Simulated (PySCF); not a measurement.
**RuO₂Cl: structure of the doublet**

Where does doublet RuO₂Cl go from a trigonal pyramidal start, is the end point a minimum, and what are its modes, charges and moments?

Computed with PySCF 2.14.0. Level: PBE0, basis Ru def2-TZVP with ECP28, O def2-TZVP, Cl def2-TZVP, scalar-relativistic core potentials, no spin–orbit coupling, density fitting.

### 1 Starting geometry

4 atoms, charge 0, spin multiplicity 2.

Bond lengths: Ru1–O2 1.710 Å, Ru1–O3 1.710 Å, Ru1–Cl4 2.240 Å. Angles: O2–Ru1–O3 99.8°, O2–Ru1–Cl4 99.8°, O3–Ru1–Cl4 99.8°.

Z-matrix (Å, degrees; charge 0 multiplicity 2):
```
Ru
O  1 1.7100
O  1 1.7100 2 99.75
Cl 1 2.2400 2 99.75 3 -101.77
```

### 2 First SCF at the start

The steps below are one call of a driver around PySCF. For each, scf.py gives the equivalent set-up of the SCF; relaxations use the driver's own optimiser. After this first run the driver tries any further starts and a stability analysis.

scf.py reads:

```python
from pyscf import gto, scf, dft
mol = gto.M(atom='''
Ru     0.000000     0.000000     0.000000
O     -0.754900     1.307600     0.802800
O     -0.754900    -1.307600     0.802800
Cl     1.977800     0.000000     1.051600''',
    basis={'Ru': 'def2-TZVP', 'O': 'def2-TZVP', 'Cl': 'def2-TZVP'},
    ecp={'Ru': 'def2-TZVP'},
    charge=0, spin=1)
mf = dft.UKS(mol, xc='PBE0')
mf.grids.atom_grid = (50, 194)
aux = {'Ru': 'def2-universal-JKFIT', 'O': 'def2-universal-JKFIT', 'Cl': 'def2-universal-JKFIT'}
mf = mf.density_fit(auxbasis=aux)
mf.conv_tol = 1e-08
mf.diis_space = 10
mf.max_cycle = 60
mf.init_guess = 'minao'
mf.verbose = 4
mf.kernel()
```

The run is started by

```console
$ OMP_NUM_THREADS=4 python axn.py task.json out
```

Standard output:

```text
init E= -697.416969889999
[... the frontier-level lines of each cycle are left out ...]
cycle= 1 E= -704.914403553556  delta_E= -7.5  |g|= 0.823  |ddm|= 3.14
cycle= 2 E= -703.345223405105  delta_E= 1.57  |g|= 1.95  |ddm|= 2.23
cycle= 3 E= -705.023361580699  delta_E= -1.68  |g|= 0.754  |ddm|= 1.96
cycle= 4 E= -705.191278213969  delta_E= -0.168  |g|= 0.389  |ddm|= 0.512
cycle= 5 E= -705.241869132296  delta_E= -0.0506  |g|= 0.0643  |ddm|= 0.165
cycle= 6 E= -705.243580908714  delta_E= -0.00171  |g|= 0.0274  |ddm|= 0.0558
cycle= 7 E= -705.244085654919  delta_E= -0.000505  |g|= 0.00829  |ddm|= 0.0311
cycle= 8 E= -705.244266671858  delta_E= -0.000181  |g|= 0.00537  |ddm|= 0.024
cycle= 9 E= -705.244473427343  delta_E= -0.000207  |g|= 0.0048  |ddm|= 0.0297
cycle= 10 E= -705.244654583335  delta_E= -0.000181  |g|= 0.00481  |ddm|= 0.0258
cycle= 11 E= -705.244603718138  delta_E= 5.09e-05  |g|= 0.00476  |ddm|= 0.00713
cycle= 12 E= -705.244216236957  delta_E= 0.000387  |g|= 0.00322  |ddm|= 0.0748
cycle= 13 E= -705.244104713631  delta_E= 0.000112  |g|= 0.00186  |ddm|= 0.0567
cycle= 14 E= -705.244092755005  delta_E= 1.2e-05  |g|= 0.0012  |ddm|= 0.0318
cycle= 15 E= -705.244092368745  delta_E= 3.86e-07  |g|= 0.000521  |ddm|= 0.0135
cycle= 16 E= -705.244093739425  delta_E= -1.37e-06  |g|= 0.000364  |ddm|= 0.00589
cycle= 17 E= -705.244094254373  delta_E= -5.15e-07  |g|= 0.000167  |ddm|= 0.00189
cycle= 18 E= -705.244094343176  delta_E= -8.88e-08  |g|= 0.000182  |ddm|= 0.000997
cycle= 19 E= -705.244094355754  delta_E= -1.26e-08  |g|= 0.000177  |ddm|= 0.000307
cycle= 20 E= -705.244094372679  delta_E= -1.69e-08  |g|= 7.64e-05  |ddm|= 0.000361
cycle= 21 E= -705.244094377873  delta_E= -5.19e-09  |g|= 1.54e-05  |ddm|= 0.000317
Extra cycle  E= -705.24409437844  delta_E= -5.67e-10  |g|= 2.43e-05  |ddm|= 4.71e-05
converged SCF energy = -705.24409437844  <S^2> = 0.83127202  2S+1 = 2.0796846
```

This step, with its further starts and checks, took 30 s on 4 threads of Arm Neoverse V1, shared host.

Energies from each starting density:

```csv
start,energy (Eh)
the minimal-basis guess,-705.244094
a thermally smeared density,-705.250505
a smeared PBE density,-705.250505
```

The first run landed in a state that is too high. Following the other starts and the instabilities gains 16.8 kJ/mol (-705.25050 Eh), and the work goes on from there.

### 3 Trigonal pyramidal start, doublet: relaxation

The program finds Cs symmetry in the start, which this walk keeps. The walk stops when the largest gradient is under 0.0003 Eh/bohr and the energy has settled too.

Edit scf.py of step 2 so:

```diff
@@ -3,4 +3,4 @@
-Ru     0.000000     0.000000     0.000000
-O     -0.754900     1.307600     0.802800
-O     -0.754900    -1.307600     0.802800
-Cl     1.977800     0.000000     1.051600''',
+Ru    -0.266561    -0.000000    -0.369854
+O     -1.021461     1.307600     0.432946
+O     -1.021461    -1.307600     0.432946
+Cl     1.711239     0.000000     0.681746''',
@@ -17 +16,0 @@
-mf.init_guess = 'minao'
```

Energy and gradient, step by step:

```csv
step,energy (Eh),change (kJ/mol),largest symmetric gradient (Eh/bohr)
0,-705.250505,0.00,0.08181
1,-705.270439,-52.34,0.02718
2,-705.277266,-70.26,0.02252
3,-705.281008,-80.09,0.01597
4,-705.282193,-83.20,0.00453
5,-705.282590,-84.24,0.00899
6,-705.282898,-85.05,0.00256
7,-705.283172,-85.77,0.00420
8,-705.283314,-86.14,0.00237
9,-705.283328,-86.18,0.00078
10,-705.283333,-86.19,0.00034
11,-705.283333,-86.19,0.00014
```

The walk took 68 s.

Geometry (Å) and forces (eV/Å) at some steps:

```
step 0
Ru  -0.267   0.000  -0.370  -1.192   0.000   4.207
O   -1.021   1.308   0.433   0.681  -0.275  -1.691
O   -1.021  -1.308   0.433   0.681   0.275  -1.691
Cl   1.711   0.000   0.682  -0.170   0.000  -0.824
step 1
Ru  -0.284   0.000  -0.218   0.528   0.000   1.398
O   -1.032   1.381   0.374  -0.246   0.120  -0.449
O   -1.032  -1.381   0.374  -0.246  -0.120  -0.449
Cl   1.749   0.000   0.648  -0.037   0.000  -0.501
step 6
Ru  -0.223   0.000   0.170  -0.132   0.000   0.125
O   -1.161   1.396   0.232   0.114  -0.046  -0.039
O   -1.161  -1.396   0.232   0.114   0.046  -0.039
Cl   1.947   0.000   0.545  -0.096   0.000  -0.047
step 11
Ru  -0.243   0.000   0.285  -0.007   0.000   0.002
O   -1.152   1.416   0.191   0.002  -0.001  -0.001
O   -1.152  -1.416   0.191   0.002   0.001  -0.001
Cl   1.949   0.000   0.510   0.004   0.000   0.000
```

End point (C2v, 11 steps, 86.2 kJ/mol gained): Ru–Cl 2.204 Å, Ru–O 1.685 Å (×2); Cl–Ru–O 122.8° (×2), O–Ru–O 114.3°.

### 4 Frequencies

The point is checked on the finer grid, and tightened if its gradient asks for it. The Hessian and the dipole derivatives come from central differences of analytic gradients, with steps of 0.02 bohr.

Edit scf.py of step 3 so:

```diff
@@ -3,4 +3,4 @@
-Ru    -0.266561    -0.000000    -0.369854
-O     -1.021461     1.307600     0.432946
-O     -1.021461    -1.307600     0.432946
-Cl     1.711239     0.000000     0.681746''',
+Ru    -0.281978    -0.000000    -0.029014
+O     -1.190502     1.415577    -0.122498
+O     -1.190502    -1.415577    -0.122498
+Cl     1.910807     0.000000     0.196615''',
@@ -11 +11 @@
-mf.grids.atom_grid = (50, 194)
+mf.grids.atom_grid = (75, 302)
@@ -14 +14 @@
-mf.conv_tol = 1e-08
+mf.conv_tol = 1e-10
```

This SCF starts from the last density.

SCF at the final geometry:

```text
init E= -705.283339907165
[... the frontier-level lines of each cycle are left out ...]
cycle= 1 E= -705.283339907109  delta_E= 5.55e-11  |g|= 1.31e-05  |ddm|= 9.59e-06
cycle= 2 E= -705.283339906257  delta_E= 8.52e-10  |g|= 4.88e-05  |ddm|= 3.03e-05
cycle= 3 E= -705.283339907182  delta_E= -9.25e-10  |g|= 2.4e-06  |ddm|= 2.35e-05
cycle= 4 E= -705.283339907189  delta_E= -6.03e-12  |g|= 1.01e-06  |ddm|= 2.76e-06
Extra cycle  E= -705.2833399072  delta_E= -1.16e-11  |g|= 1.5e-06  |ddm|= 6.95e-06
converged SCF energy = -705.2833399072  <S^2> = 1.7652744  2S+1 = 2.8392072
```

The whole step took 1.9 min.

Geometry: C2v; Ru–Cl 2.204 Å, Ru–O 1.685 Å (×2); Cl–Ru–O 122.8° (×2), O–Ru–O 114.3°.

Harmonic modes (main isotopes):

```
symmetry  ω (cm⁻¹)  IR (km/mol)
      b1        93         21.8
      b2       158          2.2
      a1       300          2.1
      a1       445         40.9
      b2       904          101
      a1       974         40.1
```

Every mode is real; the point is a minimum.

Constants and moments:

- Dipole moment: 0.86 D
- Highest occupied level: -7.91 eV
- Lowest empty level: -5.33 eV
- Rotational constants: 0.263, 0.0921, 0.06821 cm⁻¹
- Zero-point energy: 17.2 kJ/mol
- Principal polarisabilities: 32.7, 53.9, 70.6 bohr³
- Atomisation energy without zero-point energy: 1193 kJ/mol
- Principal traceless quadrupole moments about the centre of mass: -3.47, -2.74, 6.21 D Å
- Entropy at 298.15 K and 1 bar (electronic part: spin only): 319.4 J/(mol K)
- Heat capacity Cp at 298.15 K: 65.9 J/(mol K)
- Enthalpy at 298.15 K above 0 K: 15.59 kJ/mol
- Rotational symmetry number: 2
- Spin squared ⟨S²⟩: 1.765

Charges (e) and bond orders:

```tsv
atom	Mulliken	Löwdin	polar tensor	spin (Mulliken)	Mayer order to Ru1
Ru1	1.31	0.42	1.37	0.05	–
O2,3	-0.48	-0.24	-0.46	0.42	1.66
Cl4	-0.34	0.05	-0.46	0.11	0.94
```

Mulliken populations on Ru1 (outside its core potential): s 2.32, p 6.23, d 6.11, f 0.03.

### 5 Summary of results

| quantity | value |
| --- | --- |
| minimum | broken-symmetry (Ms = 1/2), C2v |
| geometry | Ru–Cl 2.204 Å, Ru–O 1.685 Å (×2); Cl–Ru–O 122.8° (×2), O–Ru–O 114.3° |
| wavenumbers (cm⁻¹) | 93 (b1), 158 (b2), 300 (a1), 445 (a1), 904 (b2), 974 (a1) |
| dipole moment | 0.86 D |
| highest occupied, lowest empty level (either spin) | -7.91, -5.33 eV |
| polar-tensor charge of Ru1 | +1.37 e |
| zero-point energy | 17.2 kJ/mol |
| entropy at 298.15 K | 319.4 J/(mol K) |
| atomisation energy (no zero-point energy) | 1193 kJ/mol |
| ⟨S²⟩ | 1.765 |

In words: From Cs at the start the molecule goes to a C2v minimum. The determinant is spin-contaminated (⟨S²⟩ = 1.77 against 0.75), so it is no pure spin state. In the infrared the band at 904 cm⁻¹ (b2, stretch) leads. The first SCF alone would have been 17 kJ/mol too high. Other starts or spin states, not run here, may lie lower. Open d and f shells are described by one determinant, and the ground state may have another occupation or spin.

The search up to here took 3.5 min.
